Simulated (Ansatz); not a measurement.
# CH₄GaSe radical: an energy map over angle C1–Ga2–Se3 and dihedral C1–Ga2–Se3–H7

How does the energy of CH₄GaSe, SMILES [CH3][Ga][SeH], spin multiplicity 2 change over two coordinates at once? A grid of runs gives the map.

Program: Ansatz 0.2.0. Level of theory: UHF/def2-TZVP. These are calculated values, not measurements.

### 1 The starting structure

SMILES `[CH3][Ga][SeH]`, 7 atoms, charge 0, spin multiplicity 2.

Atoms are counted from 1 here; the program's logs count them from 0.

Bond lengths: C1–Ga2 2.018 Å, C1–H4 1.109 Å, C1–H5 1.109 Å, C1–H6 1.106 Å, Ga2–Se3 2.393 Å, Se3–H7 1.485 Å. Angles: Ga2–C1–H4 107.8°, Ga2–C1–H5 108.8°, Ga2–C1–H6 111.3°, H4–C1–H5 109.4°, H4–C1–H6 109.3°, H5–C1–H6 110.1°, C1–Ga2–Se3 115.5°, Ga2–Se3–H7 92.9°.

Geometry (Å):

```xyz
7
charge 0, multiplicity 2
C    -1.03520    0.71857   -0.37289
Ga   -0.06792   -0.70421    0.68203
Se    2.25562   -0.96300    0.17159
H    -0.80695    1.69928    0.09250
H    -0.65860    0.70866   -1.41567
H    -2.12887    0.55417   -0.36187
H     2.44192   -2.01349    1.20430
```

This geometry comes from a loose relaxation at PBE in a small basis, which is not shown.

### 3 Setting up the map

First coordinate, angle C1–Ga2–Se3: 7 values from 71 to 161 °. Second coordinate, dihedral C1–Ga2–Se3–H7: 8 values from −180 to 135 °, periodic.

Nothing else is relaxed (all other coordinates rigid). Energies count from the relaxed molecule at the same level. Points are written as (first, second).

(The set-up runs are not shown.)

### 4 Grid point (116°, −180°)

Contents of input.yaml:

```yaml
crystal:
  periodic: [false, false, false]
  atoms:
    - { symbol: C, position_ang: [-1.03682, 0.707443, -0.38417] }
    - { symbol: Ga, position_ang: [-0.104775, -0.807549, 0.543695] }
    - { symbol: Se, position_ang: [2.273789, -0.836306, 0.368231] }
    - { symbol: H, position_ang: [-0.680841, 1.649067, 0.021564] }
    - { symbol: H, position_ang: [-0.798188, 0.680238, -1.4426] }
    - { symbol: H, position_ang: [-2.110782, 0.654972, -0.263265] }
    - { symbol: H, position_ang: [2.4641, -2.045452, 1.154051] }
magnetization:
  spin_polarized: true
  initial_magnetization: 1
basis:
  gaussian: { orbitals: def2-TZVP }
hamiltonian:
  xc: hf
output:
  forces: true
```

Started as:

```
> ansatz run input.yaml --threads 1 --pin off --max-ram 2560MiB --backend cpu --events-out ev --progress --plain --runs-dir out
```

Further runs follow: the other points that were computed.

Before running it: what results should come out? Wanted: lowest point; ⟨S²⟩.

**Answer**, as computed:

```
                                            quantity                                                                  value
                                        lowest point                                            (116°, −180°), 0.0 kcal/mol
highest computed point (blank points may lie higher)                              (71°, 0°), 63.9 kcal/mol above the lowest
                                           ⟨S²⟩ (ħ²)  0.757 at (161°, 0°) to 0.783 at (71°, 90°); 0.760 at the lowest point
                             time for the whole task                                        14 min on 1 thread, shared host
```

What this shows: The lowest computed point is at (116°, −180°), 0.0 kcal/mol from the relaxed molecule at the same level. A higher local minimum lies near (116°, 0°) (0.9 kcal/mol above the lowest at that grid point). The highest computed point, (71°, 0°), lies 63.9 kcal/mol above the lowest. On the interpolated surface the easiest way out of the lowest well to the well at (116°, 0°) passes a barrier of about 6.1 kcal/mol. Round the minimum the two coordinates are nearly uncoupled.
